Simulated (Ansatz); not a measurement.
**FH4OPSi: rigid scan of one bond length**

How does the energy of FH4OPSi change as one bond is stretched? The task is a rigid scan of one bond length, for FH4OPSi.

Program: Ansatz 0.2.0 through its Python package. Level of theory: B3LYP+D3(BJ)/def2-SVP. These are calculated values, not measurements.

## Step 1: The system

Bond lengths: F1–Si2 1.538 Å, Si2–O3 1.663 Å, O3–P4 1.707 Å, Si2–H5 1.495 Å, Si2–H6 1.487 Å, P4–H7 1.445 Å, P4–H8 1.417 Å. Angles: F1–Si2–O3 106.5°, F1–Si2–H5 108.8°, F1–Si2–H6 108.4°, O3–Si2–H5 111.1°, O3–Si2–H6 111.9°, H5–Si2–H6 109.9°, Si2–O3–P4 110.2°, O3–P4–H7 95.6°, O3–P4–H8 95.6°, H7–P4–H8 93.5°.

No structure file is read: the coordinates are typed or built in the script.

## Step 2: Script

Input file scan_fh4opsi.py:

```python
import logging
import sys

import ansatz
import numpy as np

logging.basicConfig(stream=sys.stdout, format="%(name)s: %(message)s")
log = logging.getLogger("fh4opsi")
log.setLevel(logging.INFO)

geometry_ang = [
    ("F", (-1.7489, 1.7193, -0.4925)),
    ("Si", (-0.4295, 1.0986, -0.0033)),
    ("O", (-0.3787, -0.4472, -0.6131)),
    ("P", (1.0487, -1.2342, -0.1078)),
    ("H", (0.7096, 1.9173, -0.5192)),
    ("H", (-0.4278, 1.1096, 1.484)),
    ("H", (0.473, -1.8192, 1.0818)),
    ("H", (0.8458, -2.4014, -0.8857)),
]
fh4opsi = ansatz.Crystal.molecule()
for symbol, xyz in geometry_ang:
    fh4opsi = fh4opsi.atom(symbol, xyz)

symbols = [site.symbol for site in fh4opsi.cartesian_sites]
start = np.array([site.position_ang for site in fh4opsi.cartesian_sites])
axis = (start[5] - start[1]) / np.linalg.norm(start[5] - start[1])
moving = [5]
lengths, energies = [1.26, 1.37, 1.49, 1.64, 1.86, 2.23, 2.68, 3.27], []
for length in lengths:
    xyz = start.copy()
    xyz[moving] += (length - np.linalg.norm(start[5] - start[1])) * axis
    point = ansatz.Crystal.molecule()
    for symbol, xyz in zip(symbols, xyz):
        point = point.atom(symbol, xyz.tolist())
    calc = point.calculation()
    calc = calc.basis(gaussian="def2-SVP").functional("b3lyp", dispersion="d3bj")
    calc = calc.accuracy("high")
    calc = calc.scf(lower_state_search="off")
    r = calc.run(threads=1, pin="off").report
    energies.append(r["free_energy_ev"])
    log.info(f"r = {length:6.3f} A  E = {energies[-1]:.5f} eV  <S^2> = {abs(r['mean_field']['state']['spin_squared']):.3f}")

print("energy above the lowest point (eV):", [round(e - min(energies), 3) for e in energies])
```

## Step 3: Running it

Launch:

```console
> python scan_fh4opsi.py
```

Without the output at hand: what should come out? Wanted: range of energy; lowest point, distance.

**Answer**, as computed:

| quantity | value |
| --- | --- |
| runs compared | 8 |
| range of energy | 4.439 eV |
| lowest point, distance (Å) | 1.49 |

In words: The lowest point, at 1.49, lies inside the range. The ends stand 0.664 and 4.44 eV above it. The distance scanned is the script's pair 1, 5. What to keep in mind:
- These settings explore the input space; basis and method may be short of convergence.
- The rest of the molecule is held rigid at a force-field or estimated start geometry, and the basis set is modest; single-reference methods fail as a bond breaks.
- b3lyp holds the VWN-RPA fit, as in Gaussian; the form of ORCA and Turbomole is b3lyp5.
